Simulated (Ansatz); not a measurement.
# CH₆O₂Si: small, medium and large basis sets

An exercise on one series of results from a longer session: the logs are not shown, and one member is left open.

Program: Ansatz 0.2.0, Gaussian basis. Level of theory: one geometry, several basis sets. These are calculated values, not measurements.

Levels to be run: PBE0-D4/def2-SVP; ωB97M-V/def2-SVP; PBE0-D4/def2-QZVPP; ωB97M-V/def2-QZVPP; the functionals' def2-TZVPP values are taken from earlier runs.

**The geometry**

An earlier PBE0-D4 in a triple-zeta def2 set relaxation fixed the geometry.

SMILES `OC(O)[SiH3]`, 10 atoms, charge 0, spin multiplicity 1.

Atoms are counted from 1 here; the program's logs count them from 0.

Bond lengths: O1–C2 1.404 Å, O1–H5 0.964 Å, C2–O3 1.409 Å, C2–Si4 1.910 Å, C2–H6 1.098 Å, O3–H7 0.963 Å, Si4–H8 1.484 Å, Si4–H9 1.485 Å, Si4–H10 1.489 Å. Angles: C2–O1–H5 108.2°, O1–C2–O3 112.1°, O1–C2–Si4 107.3°, O1–C2–H6 111.0°, O3–C2–Si4 112.0°, O3–C2–H6 104.0°, Si4–C2–H6 110.6°, C2–O3–H7 108.1°, C2–Si4–H8 111.7°, C2–Si4–H9 108.7°, C2–Si4–H10 107.3°, H8–Si4–H9 109.8°, H8–Si4–H10 110.1°, H9–Si4–H10 109.2°.

Set-up of the first run:

in.yaml reads:

```yaml
crystal:
  periodic: [false, false, false]
  atoms:
    - {symbol: O, position_ang: [-0.792207, 0.097367, -1.411038]}
    - {symbol: C, position_ang: [-0.372097, 0.522890, -0.141185]}
    - {symbol: O, position_ang: [0.604006, 1.535520, -0.218238]}
    - {symbol: Si, position_ang: [0.266542, -1.017106, 0.791644]}
    - {symbol: H, position_ang: [-1.172967, 0.853667, -1.871404]}
    - {symbol: H, position_ang: [-1.197799, 0.992352, 0.408935]}
    - {symbol: H, position_ang: [1.383748, 1.167170, -0.647320]}
    - {symbol: H, position_ang: [-0.727228, -2.119730, 0.775656]}
    - {symbol: H, position_ang: [0.567837, -0.632950, 2.194379]}
    - {symbol: H, position_ang: [1.523163, -1.450381, 0.121470]}
basis:
  gaussian: {orbitals: def2-SVP}
hamiltonian: {xc: pbe0, dispersion: d4}
output: {orbitals: {seedname: orbitals}}
```

Launch:

```sh
> ansatz run in.yaml --threads 2 --pin off --events-out ev --progress --plain --max-ram 4352MiB
```

Among the steps run: PBE0-D4 in def2-SVP; ωB97M-V in def2-SVP; PBE0-D4 in def2-QZVPP; ωB97M-V in def2-QZVPP.

One of the session's tables, all rows but one given; the rest of the session is left out.

It belongs to the step «Functionals by basis». 

| functional | basis | HOMO (eV) | LUMO (eV) |
| --- | --- | --- | --- |
| PBE0-D4 | def2-SVP | -7.68 | 1.03 |
| PBE0-D4 | def2-TZVPP | ? | ? |
| PBE0-D4 | def2-QZVPP | -7.90 | 0.22 |
| ωB97M-V | def2-SVP | -9.99 | 2.85 |
| ωB97M-V | def2-TZVPP | -10.18 | 2.04 |
| ωB97M-V | def2-QZVPP | -10.23 | 1.55 |

Q: Estimate the row for PBE0-D4, def2-TZVPP from the others.

**Answer.** HOMO (eV): -7.85; LUMO (eV): 0.48. In the column «HOMO (eV)» it lies between PBE0-D4, def2-QZVPP (-7.90) and PBE0-D4, def2-SVP (-7.68).
